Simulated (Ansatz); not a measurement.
Hf2Pd2Se2Br2O3:

```
Hf Pd Se Br O
1.0
     7.58666   -1.70971   -1.17576
     7.58666    1.70971   -1.17576
    -2.02446    0.00000   13.05155
Hf Pd Se Br O
2 2 2 2 3
Direct
  0.94514 0.94514 0.06144
  0.60628 0.60628 0.28309
  0.17920 0.17920 0.50964
  0.32286 0.32286 0.74307
  0.92232 0.92232 0.84566
  0.78991 0.78991 0.58800
  0.58645 0.58645 0.04520
  0.24604 0.24604 0.28651
  0.59701 0.59701 0.42127
  0.38554 0.38554 0.07302
  0.03094 0.03094 0.22169
```

The cell was built by a generator and needn't be a form met in nature.

| Item | Value |
| --- | --- |
| Program | Ansatz 0.2.0 |
| Task | relaxation of cell and atoms |
| Functional | r2SCAN |
| Dispersion | D4 |
| Potentials or basis | Ansatz PAW |
| Cutoff | 500 eV (not typed: the program's choice for these potentials) |
| k mesh | 6 × 6 × 2 |
| Occupations | fermi-dirac, width 0.05 eV |
| Spin | no spin polarisation |

At the start: volume 30.04 Å³/atom.

Task: Where does the relaxation end?

Result: It ends after 29 steps and the volume is 20.91 Å³/atom (-30.4 %); space group Cm (No. 8, to 0.05 Å).

Step by step:
```tsv
step	energy change (eV)	largest force (eV/Å)	volume (Å³)
1	0.0000	0.5645	330.44
2	-0.0328	0.5080	319.28
3	-0.0649	0.2876	318.10
4	-0.0900	0.1738	311.75
5	-0.1419	0.2731	295.73
6	-0.1962	0.3628	279.39
7	-0.2501	0.2302	265.00
8	-0.2657	0.2534	250.64
9	-0.2916	0.1051	253.84
10	-0.2954	0.0990	256.58
11	-0.2991	0.0272	256.33
12	-0.3016	0.0367	254.44
13	-0.3049	0.1002	251.25
14	-0.3081	0.1036	247.92
15	-0.3128	0.1284	244.59
16	-0.3175	0.1066	241.46
17	-0.3239	0.2203	234.53
18	-0.3280	0.0444	234.28
19	-0.3294	0.0273	233.68
20	-0.3315	0.0235	232.27
21	-0.3333	0.0641	230.40
22	-0.3334	0.0285	230.69
23	-0.3337	0.0216	230.46
24	-0.3338	0.0171	230.43
25	-0.3338	0.0116	230.44
26	-0.3148	0.0070	230.44
27	-0.3150	0.0130	229.98
28	-0.3150	0.0084	230.03
29	-0.3149	0.0082	230.03
```

Final structure:
```
Hf Pd Se Br O
1.0
     6.07778   -1.69990   -0.13423
     6.07778    1.69990   -0.13423
    -0.12708    0.00000   11.13497
Hf Pd Se Br O
2 2 2 2 3
Cartesian
  11.6983 0.0000 0.1747
  7.0990 0.0000 3.1382
  1.4621 0.0000 6.1189
  4.1216 0.0000 8.2334
  11.8277 0.0000 8.5851
  9.1809 0.0000 6.4552
  7.8099 0.0000 0.0919
  3.1380 0.0000 3.2637
  6.5244 0.0000 4.9006
  4.6822 0.0000 0.4666
  0.1509 0.0000 2.4801
```

Caveat: the volume moved by over 15 % at a fixed basis, so the end points are rough; the plane-wave basis is chosen anew once the cell has moved, so the energies of steps on either side of that aren't comparable; the PAW data sets come from PBE, with cores solved anew for the run's functional, which leaves a small shift of forces and pressure.
